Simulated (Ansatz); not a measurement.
# GdAl: the cost of one run

All numbers below are computed with Ansatz 0.2.0 (DFT PBEsol, scalar-relativistic, plane waves, PAW).

1 further run of the same task is left out (set aside as unsound or not needed).

## (1) The system as given

The cell holds 16 atoms (Al7ErGd8): a = 7.439 Å, b = 8.030 Å, c = 8.030 Å, α = 67.92°, β = 62.41°, γ = 62.41°.

Coordinates:

```
Er Al Gd
1.0
     0.00000   -7.43909    0.00000
    -4.48569   -3.71955   -5.52466
     4.48569   -3.71955   -5.52466
Er Al Gd
1 7 8
Direct
  0.00000 0.50000 0.50000
  0.50000 0.00000 0.00000
  0.25000 0.25000 0.25000
  0.75000 0.75000 0.75000
  0.06246 0.12500 0.12500
  0.56246 0.62500 0.62500
  0.43754 0.37500 0.37500
  0.93754 0.87500 0.87500
  0.21813 0.80811 0.44189
  0.71813 0.30811 0.94189
  0.28187 0.05811 0.69189
  0.78187 0.55811 0.19189
  0.28187 0.69189 0.05811
  0.78187 0.19189 0.55811
  0.21813 0.44189 0.80811
  0.71813 0.94189 0.30811
```

The host was relaxed before at PBEsol: a = 8.971 Å, b = 7.439 Å, c = 5.525 Å, α = 90.00°, β = 90.00°, γ = 90.00° (conventional cell), 23.044 Å³/atom.

Places, in fractions of the supercell: Er in place of Al at (0.000, 0.500, 0.500). The start keeps the symmetry of the ideal site.

## (2) The perfect crystal in the supercell of 16 atoms

input.yaml

```yaml
crystal:
  lattice:
    - [0.0, -7.4390914119, 0.0]
    - [-4.4856888165, -3.7195457059, -5.5246609849]
    - [4.4856888165, -3.7195457059, -5.5246609849]
  atoms:
    - { symbol: Al, position: [0.0, 0.5, 0.5] }
    - { symbol: Al, position: [0.5, 0.0, 0.0] }
    - { symbol: Al, position: [0.25, 0.25, 0.25] }
    - { symbol: Al, position: [0.75, 0.75, 0.75] }
    - { symbol: Al, position: [0.0624550981, 0.125, 0.125] }
    - { symbol: Al, position: [0.5624550981, 0.625, 0.625] }
    - { symbol: Al, position: [0.4375449019, 0.375, 0.375] }
    - { symbol: Al, position: [0.9375449019, 0.875, 0.875] }
    - { symbol: Gd, position: [0.2181349774, 0.8081060062, 0.4418939938], spin: 7.75 }
    - { symbol: Gd, position: [0.7181349774, 0.3081060062, 0.9418939938], spin: 7.75 }
    - { symbol: Gd, position: [0.2818650226, 0.0581060062, 0.6918939938], spin: 7.75 }
    - { symbol: Gd, position: [0.7818650226, 0.5581060062, 0.1918939938], spin: 7.75 }
    - { symbol: Gd, position: [0.2818650226, 0.6918939938, 0.0581060062], spin: 7.75 }
    - { symbol: Gd, position: [0.7818650226, 0.1918939938, 0.5581060062], spin: 7.75 }
    - { symbol: Gd, position: [0.2181349774, 0.4418939938, 0.8081060062], spin: 7.75 }
    - { symbol: Gd, position: [0.7181349774, 0.9418939938, 0.3081060062], spin: 7.75 }
basis:
  ecutwfc: 420
  xc_grid: 2
kpoints:
  mp_grid: { grid: [4, 4, 4], shift: [0.0, 0.0, 0.0] }
hamiltonian:
  xc: pbesol
scf:
  occupations: { method: gaussian, width: 0.05 }
  lower_state_search: "off"
output:
  forces: true
  stress: true
  eigenvalues: true
  populations: true
  write_density: true
  write_potential: true
  elf: true
  volumetric_format: npy
magnetization:
  spin_polarized: true
```

Run with:

```sh
$ ansatz run input.yaml --threads 8 --pin off --max-ram 14336MiB --backend cpu --events-out ev --progress --plain --runs-dir out
```

What time and memory should one allow on 8 threads of Arm Neoverse V2, shared host?

About 45 s, with a peak of 2.8 GiB.
